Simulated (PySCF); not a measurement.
**LaF₃: relaxation and vibrations of the singlet**

The task is one start of a wider search on LaF₃: the singlet, from a trigonal pyramidal start. It is relaxed, tested by its Hessian and followed downhill if it is a saddle.

Computed with PySCF 2.14.0. Level: PBE0, basis La def2-TZVP with ECP46, F def2-TZVP, scalar-relativistic core potentials, no spin–orbit coupling, density fitting.

### 1 Starting geometry

4 atoms, charge 0, spin multiplicity 1.

Bond lengths: La1–F2 2.440 Å, La1–F3 2.440 Å, La1–F4 2.440 Å. Angles: F2–La1–F3 99.8°, F2–La1–F4 99.8°, F3–La1–F4 99.8°.

Z-matrix (Å, degrees; charge 0 multiplicity 1):
```
La
F  1 2.4400
F  1 2.4400 2 99.75
F  1 2.4400 2 99.75 3 -101.77
```

### 2 Finding the electronic state

One driver script runs all steps and calls PySCF; scf.py shows how it sets up the SCF of each step. The optimiser is the driver's own. After this first run the driver tries any further starts and a stability analysis.

The input, scf.py:

```python
from pyscf import gto, scf, dft
mol = gto.M(atom='''
La     0.000000     0.000000     0.000000
F      2.154400     0.000000     1.145500
F     -1.077200     1.865800     1.145500
F     -1.077200    -1.865800     1.145500''',
    basis={'La': 'def2-TZVP', 'F': 'def2-TZVP'},
    ecp={'La': 'def2-TZVP'},
    charge=0, spin=0)
mf = dft.RKS(mol, xc='PBE0')
mf.grids.atom_grid = (50, 194)
mf.grids.prune = None
aux = {'La': 'def2-universal-JKFIT', 'F': 'def2-universal-JKFIT'}
mf = mf.density_fit(auxbasis=aux)
mf.conv_tol = 1e-08
mf.diis_space = 10
mf.max_cycle = 60
mf.verbose = 4
# dm0: spherical densities of the free atoms in this basis, scaled to the electron count
mf.diis, mf.max_cycle = scf.ADIIS(), 15
mf.kernel(dm0)
mf.diis, mf.max_cycle = True, 60
mf.kernel(mf.make_rdm1())
```

Launch:

```sh
> OMP_NUM_THREADS=4 python axn.py task.json out
```

The runs that follow: Relaxing the singlet from the trigonal pyramidal start; Is it a minimum? Harmonic modes.

Before running it: what results should come out? Wanted: minimum; geometry; wavenumbers; dipole moment; highest occupied, lowest empty level; polar-tensor charge of La1; zero-point energy.

As calculated:

| quantity | value |
| --- | --- |
| minimum | singlet, C3v |
| geometry | La–F 2.144 Å (×3); F–La–F 115.0° (×3) |
| wavenumbers (cm⁻¹) | 69 (a1), 132 (e), 522 (e), 535 (a1) |
| dipole moment | 4.14 D |
| highest occupied, lowest empty level | -9.90, -2.16 eV |
| polar-tensor charge of La1 | +2.56 e |
| zero-point energy | 11.4 kJ/mol |
| entropy at 298.15 K | 327.1 J/(mol K) |

What this shows: The molecule stays C3v, as typed, and the end point is a minimum. The strongest infrared band lies at 522 cm⁻¹ (e, stretch). Other starts or spin states, not run here, may lie lower. Spin–orbit coupling is left out.
